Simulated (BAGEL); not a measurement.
**HF/3-21G (density fitting with qzvpp-jkfit) run of AlNH4O2 (SMILES [NH2][Al]([OH])[OH])**

Aim: the vertical singlet–triplet gap of AlNH4O2 at HF/3-21G (density fitting with qzvpp-jkfit), from 2 runs. 

Program for the calculation: BAGEL 1.2.2.

1 further run of the same task is left out (set aside as unsound or not needed).

### Step 1. The system as given

AlNH4O2 has 8 atoms, charge 0, and is taken as a singlet. As SMILES, `[NH2][Al]([OH])[OH]`. The coordinates come from a PBE0-D4/def2-TZVP relaxation. This is one conformer, not always the lowest.

Bond lengths: N1–Al2 1.760 Å, Al2–O3 1.695 Å, Al2–O4 1.692 Å, N1–H5 1.005 Å, N1–H6 1.006 Å, O3–H7 0.954 Å, O4–H8 0.955 Å. Angles: N1–Al2–O3 123.6°, N1–Al2–O4 117.6°, O3–Al2–O4 118.8°, Al2–N1–H5 126.0°, Al2–N1–H6 123.5°, Al2–O3–H7 124.8°, Al2–O4–H8 122.2°, H5–N1–H6 110.5°.

### Step 2. A single-point energy at HF/3-21G (density fitting with qzvpp-jkfit)

Contents of input.json:

```json
{ "bagel": [

{
  "title": "molecule",
  "basis": "3-21g",
  "df_basis": "qzvpp-jkfit",
  "angstrom": true,
  "geometry": [
    { "atom": "N", "xyz": [      -0.453400,       1.370900,       0.159000 ] },
    { "atom": "Al", "xyz": [       0.021900,      -0.314300,      -0.015200 ] },
    { "atom": "O", "xyz": [       1.569400,      -0.806100,      -0.500900 ] },
    { "atom": "O", "xyz": [      -1.140100,      -1.496100,       0.324200 ] },
    { "atom": "H", "xyz": [       0.132800,       2.170000,      -0.009000 ] },
    { "atom": "H", "xyz": [      -1.372600,       1.662000,       0.447700 ] },
    { "atom": "H", "xyz": [       2.287000,      -0.213800,      -0.712700 ] },
    { "atom": "H", "xyz": [      -0.952800,      -2.429800,       0.251200 ] }
  ]
},

{
  "title": "hf"
},

{
  "title": "print",
  "file": "orbitals.molden",
  "orbitals": true
}

]}
```

The run is started by

```
$ BAGEL_NUM_THREADS=1 BAGEL input.json > input.out
```

The program printed:

```text
* using 1 threads per process

  ===============================================================
  ===============================================================

  *** Geometry ***

  { "atom" : "N", "xyz" : [     -0.856802,      2.590626,      0.300466 ] },
  { "atom" : "Al", "xyz" : [      0.041385,     -0.593941,     -0.028724 ] },
  { "atom" : "O", "xyz" : [      2.965736,     -1.523308,     -0.946564 ] },
  { "atom" : "O", "xyz" : [     -2.154477,     -2.827219,      0.612649 ] },
  { "atom" : "H", "xyz" : [      0.250956,      4.100706,     -0.017008 ] },
  { "atom" : "H", "xyz" : [     -2.593838,      3.140725,      0.846030 ] },
  { "atom" : "H", "xyz" : [      4.321804,     -0.404023,     -1.346808 ] },
  { "atom" : "H", "xyz" : [     -1.800531,     -4.591657,      0.474699 ] },

  Number of auxiliary basis functions:      431

  Since a DF basis is specified, we compute 2- and 3-index integrals:
    o Being stored without compression. Storage requirement is 0.008 GB

  Number of basis functions:       48
  Number of electrons      :       40

    * METHOD: MOLECULE                             0.11

  *** RHF ***

  === Nuclear Repulsion ===
   161.6987015513

      * DIIS with orbital gradients will be used.

  === RHF iteration (3-21g) ===
      0       -445.83797987          0.04260637           0.03
      1       -446.03732780          0.02272151           0.03
      2       -446.11227517          0.00136600           0.03
      3       -446.11279596          0.00044484           0.03
      4       -446.11283603          0.00010643           0.03
      5       -446.11284041          0.00001949           0.03
      6       -446.11284064          0.00000398           0.03
      7       -446.11284065          0.00000099           0.03
      8       -446.11284065          0.00000039           0.03
      9       -446.11284065          0.00000012           0.03
     10       -446.11284065          0.00000005           0.02
     11       -446.11284065          0.00000001           0.03
     12       -446.11284065          0.00000000           0.03
    * SCF iteration converged.

    * Permanent dipole moment:
           (   -0.557267,    -0.660593,     0.161061) a.u.

    * METHOD: HF                                   0.42

    * METHOD: PRINT                                0.00

  ===============================================================
```

Run time: 0.7 s. Hardware: 1 thread of Arm Neoverse V2, shared host.

### Step 3. The triplet

Contents of job.json:

```json
{ "bagel" : [

{
  "title" : "molecule",
  "basis" : "3-21g",
  "df_basis" : "qzvpp-jkfit",
  "angstrom" : true,
  "geometry" : [
    { "atom" : "N", "xyz" : [      -0.453400,       1.370900,       0.159000 ] },
    { "atom" : "Al", "xyz" : [       0.021900,      -0.314300,      -0.015200 ] },
    { "atom" : "O", "xyz" : [       1.569400,      -0.806100,      -0.500900 ] },
    { "atom" : "O", "xyz" : [      -1.140100,      -1.496100,       0.324200 ] },
    { "atom" : "H", "xyz" : [       0.132800,       2.170000,      -0.009000 ] },
    { "atom" : "H", "xyz" : [      -1.372600,       1.662000,       0.447700 ] },
    { "atom" : "H", "xyz" : [       2.287000,      -0.213800,      -0.712700 ] },
    { "atom" : "H", "xyz" : [      -0.952800,      -2.429800,       0.251200 ] }
  ]
},

{ "title" : "uhf", "nopen" : 2 },

{ "title" : "print", "file" : "orbitals.molden", "orbitals" : true }

]}
```

The run is started by

```
$ BAGEL_NUM_THREADS=1 BAGEL job.json > job.out
```

The program printed:

```text
* using 1 threads per process

  ===============================================================
  ===============================================================

  *** Geometry ***

  { "atom" : "N", "xyz" : [     -0.856802,      2.590626,      0.300466 ] },
  { "atom" : "Al", "xyz" : [      0.041385,     -0.593941,     -0.028724 ] },
  { "atom" : "O", "xyz" : [      2.965736,     -1.523308,     -0.946564 ] },
  { "atom" : "O", "xyz" : [     -2.154477,     -2.827219,      0.612649 ] },
  { "atom" : "H", "xyz" : [      0.250956,      4.100706,     -0.017008 ] },
  { "atom" : "H", "xyz" : [     -2.593838,      3.140725,      0.846030 ] },
  { "atom" : "H", "xyz" : [      4.321804,     -0.404023,     -1.346808 ] },
  { "atom" : "H", "xyz" : [     -1.800531,     -4.591657,      0.474699 ] },

  Number of auxiliary basis functions:      431

  Since a DF basis is specified, we compute 2- and 3-index integrals:
    o Being stored without compression. Storage requirement is 0.008 GB

  Number of basis functions:       48
  Number of electrons      :       40

    * METHOD: MOLECULE                             0.11

  *** Open-shell HF ***

  === Nuclear Repulsion ===
   161.6987015513

      * DIIS with orbital gradients will be used.

  === UHF iteration (3-21g) ===
      0       -445.61566637          0.07852510           0.05
      1       -445.80806494          0.05135734           0.05
      2       -445.87312144          0.03277844           0.05
      3       -445.91360706          0.00129751           0.05
      4       -445.91494025          0.00057653           0.05
      5       -445.91530523          0.00030501           0.05
      6       -445.91542174          0.00012412           0.05
      7       -445.91543291          0.00005028           0.05
      8       -445.91543476          0.00002198           0.05
      9       -445.91543521          0.00000856           0.05
     10       -445.91543529          0.00000423           0.05
     11       -445.91543531          0.00000167           0.05
     12       -445.91543532          0.00000089           0.05
     13       -445.91543532          0.00000053           0.05
     14       -445.91543532          0.00000024           0.05
     15       -445.91543532          0.00000013           0.05
     16       -445.91543532          0.00000006           0.05
     17       -445.91543532          0.00000003           0.05
     18       -445.91543532          0.00000002           0.05
     19       -445.91543532          0.00000001           0.05
     20       -445.91543532          0.00000001           0.05
    * SCF iteration converged.

    * S^2 (UHF) is 2.0077

    * Permanent dipole moment:
           (    0.260611,    -1.647370,    -0.107268) a.u.

    * METHOD: UHF                                  1.14

    * METHOD: PRINT                                0.00

  ===============================================================
```

Run time: 1.4 s. Hardware: 1 thread of Arm Neoverse V2, shared host.

### Step 4. Summary of results

Level: HF/3-21G (density fitting with qzvpp-jkfit).

| quantity | value |
| --- | --- |
| singlet: total energy | -446.11284 Eh |
| singlet: dipole moment | 2.23 D |
| singlet: HOMO energy | -10.43 eV |
| singlet: LUMO energy | 3.76 eV |
| singlet: HOMO–LUMO gap | 14.19 eV |
| triplet: total energy | -445.91544 Eh |
| triplet: dipole moment | 4.25 D |
| triplet: ⟨S²⟩ | 2.008 |
| vertical energy of the triplet above the singlet | 5.372 eV |

What this shows: At this shape the triplet lies 5.37 eV (124 kcal/mol) above the singlet.
